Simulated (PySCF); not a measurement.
# C3H3BO3S: the cost of one run

The runs use PySCF 2.14.0, with density-fitted response routines of our own; the level of theory stands in each step. All values are computed, except where a source is named. Atoms are numbered from 0 throughout.

## 1. The molecule as given

11 atoms, charge 0, multiplicity 1; geometry from: GFN2-xTB. The atoms were then displaced at random by about 0.01 Å, so the start is not that level's minimum.

Bonds of the start (Å): O0–C1 1.20, C1–C2 1.45, C2–C3 1.34, C3–S4 1.53, C2–B5 1.60, B5–O6 1.35, B5–O7 1.32, C1–H8 1.11, O6–H9 0.97, O7–H10 0.97.

## 2. Relaxing the molecule at PBE0-D3(BJ)/def2-SVP

The job: settings as JSON, then the geometry in Å.

```
{"job": {"xc": "PBE0", "basis": "def2-SVP", "d3": "d3bj", "grid": 1, "shake": 0.01, "kind": "geom"}, "charge": 0, "multiplicity": 1}
O      0.194010     1.761030     1.428020
C      0.921430     1.248000     0.630090
C      0.574170     0.102770    -0.191730
C      1.442140    -0.463520    -1.037020
S      2.274630    -1.227220    -2.074280
B     -0.895130    -0.499590    -0.024680
O     -1.203330    -1.573010    -0.776920
O     -1.728330     0.062130     0.832930
H      1.947730     1.641790     0.511160
H     -2.108350    -1.896360    -0.635250
H     -1.380860     0.818150     1.322010
```

Run with:

```console
$ OMP_NUM_THREADS=1 python probes_run.py task.json out
```

One launch serves the whole session: the jobs run in the order shown.

Q: Estimate the wall time and peak memory of this first job on 1 thread of Arm Neoverse V1, shared host.

About 72 s, with a peak of 0.52 GiB.
